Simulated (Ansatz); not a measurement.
# InPt3C, space group Pm-3m: a convergence test of the plane-wave cutoff

Computed with Ansatz's Python interface.

Notebook, run cell by cell (the value of a cell's last expression is shown):

In [1]:
```python
import warnings

import ansatz as az
```

In [2]:
```python
warnings.simplefilter('ignore', az.DeckWarning)
```

In [3]:
```python
inpt3c = (
    az.Lattice.of((4.258586, 0.0, 0.0), (0.0, 4.258586, 0.0), (0.0, 0.0, 4.258586))
    .atom('In', (0.0, 0.0, 0.0))
    .atom('Pt', (0.5, 0.0, 0.5))
    .atom('Pt', (0.5, 0.5, 0.0))
    .atom('Pt', (0.0, 0.5, 0.5))
    .atom('C', (0.5, 0.5, 0.5))
)
```

In [4]:
```python
inpt3c.resolved().sites[-1]
```
Out [4]:
```text
Site(symbol='C', position=(0.5, 0.5, 0.5), moment=None, axis=None, held=None, saved=None)
```

In [5]:
```python
calculation = inpt3c.calculation()
calculation = calculation.functional('lda')
calculation = calculation.kpoints(6, center='gamma')
calculation = calculation.occupations(az.OccupationsMethod.FERMI_DIRAC, width=0.1)
calculation = calculation.stress()
```

In [6]:
```python
rows = []
for value in [300, 375, 450, 525]:
    r = calculation.basis(value).run().report
    rows.append((value, r['free_energy_ev'] / len(r['lattice']['sites']), r['n_iterations'], sum(r['stress_gpa'][i][i] for i in range(3)) / 3, r['n_pw']))
```

In [7]:
```python
print(' cutoff (eV)   F/atom (eV)    iterations       P (GPa)   plane waves')
for row in rows:
    print(f'{str(row[0]):>12s}  {row[1]:12.5f}  {row[2]:12d}  {row[3]:12.3f}  {row[4]:12d}')
```
```text
 cutoff (eV)   F/atom (eV)    iterations       P (GPa)   plane waves
         300   -8486.60041             6       -12.680           925
         375   -8486.73696             6       -12.377          1309
         450   -8486.74202             6       -12.433          1743
         525   -8486.74281             6       -12.437          2103
```

In [8]:
```python
for row in rows[:-1]:
    shift = 1000 * (row[1] - rows[-1][1])
    print(f'{row[0]}: {shift:+.2f} meV/atom' + ('  (within 1 meV)' if abs(shift) < 1 else ''))
```
```text
300: +142.40 meV/atom
375: +5.85 meV/atom
450: +0.79 meV/atom  (within 1 meV)
```

From 450 eV on it stays within 1 meV an atom of the value at 525 eV; the first row (300 eV) is off by 142.4 meV and the last but one by 0.79 meV. The energy falls steadily, as expected when plane waves are added. The pressure moves from -12.68 to -12.44 GPa (the program's stress holds a Pulay correction, so it settles early).

Notes:
- No spin polarisation was allowed.
- For a metal this k-point mesh is coarse: on a finer one energies can move by several to tens of meV an atom and pressures by half a GPa or more, differences at one mesh by less.
- Pressure is positive in compression.
- Spin-orbit coupling, which matters for elements this heavy, is left out.
- The structure comes from a database of computed cells and needn't be a stable or known phase.
- Shifts are counted from the last row, which is itself no proven limit.
- The script silences the warnings on its input, which a real study should read.
- Timing: 7.5 s on 1 thread of Intel(R) Xeon(R) Processor @ 2.30GHz (shared host), peak memory 0.57 GiB.
